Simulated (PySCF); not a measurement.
# C₅H₉ClSi: electronic excitations

Wanted: the electronic excitations of C₅H₉ClSi (`ClC[C@H]1C=CC[SiH2]1`), by calculation.

Computed with PySCF 2.14.0, with density-fitted response routines of our own, on a single molecule in the gas phase. Atoms count from 0, in the outputs and in this text.

### 1 The starting structure

16 atoms, charge 0, multiplicity 1; geometry from: GFN2-xTB.

Bonds of the start (Å): Cl0–C1 1.78, C1–C2 1.52, C2–C3 1.50, C3–C4 1.32, C4–C5 1.50, C5–Si6 1.90, Si6–C2 1.92, C1–H7 1.09, C1–H8 1.09, C2–H9 1.09, C3–H10 1.08, C4–H11 1.08, C5–H12 1.09, C5–H13 1.09, Si6–H14 1.47, Si6–H15 1.46.

### 2 Ultraviolet spectrum: CAM-B3LYP/def2-SVPD

What the job is given:

```
{"job": {"kind": "uv", "xc": "CAM-B3LYP", "basis": "def2-SVPD", "nstates": 8, "ntriplets": 3}, "charge": 0, "multiplicity": 1}
Cl     1.270982    -0.959515     1.883235
C      1.950332    -0.346919     0.354786
C      0.836590     0.183884    -0.530753
C     -0.079203    -0.932863    -0.950061
C     -1.336186    -0.918984    -0.543421
C     -1.817105     0.218546     0.306197
Si    -0.338431     1.417115     0.355621
H      2.660666     0.436800     0.618910
H      2.480162    -1.183069    -0.106346
H      1.319487     0.612643    -1.415014
H      0.332485    -1.732213    -1.550683
H     -2.036505    -1.702091    -0.797943
H     -2.095896    -0.153395     1.293496
H     -2.719710     0.656463    -0.121460
H     -0.546203     2.596267    -0.493017
H      0.110938     1.816275     1.685042
```

Method: TDDFT CAM-B3LYP/def2-SVPD, vertical, gas phase, core orbitals frozen in the response.

On the command line:

```
> OMP_NUM_THREADS=1 python probes_run.py task.json out
```

This one command runs all jobs of the session in turn.

What will the session give for the following? lowest singlet (CAM-B3LYP/def2-SVPD); lowest triplet; surface potential, 1st and 99th percentile. Wanted: lowest singlet; lowest triplet; surface potential, 1st and 99th percentile.

As calculated:

```
                             quantity                        value
 lowest singlet (CAM-B3LYP/def2-SVPD)  6.86 eV (181 nm), f = 0.097
                       lowest triplet                      4.45 eV
surface potential, 1st and 99th percentile           -0.87 V and 1.04 V
```

The first singlet state (HOMO→LUMO 0.86) lies at 6.86 eV and is bright. The lowest triplet lies 2.40 eV below the lowest singlet (triplets in Tamm-Dancoff, singlets in full TDDFT).
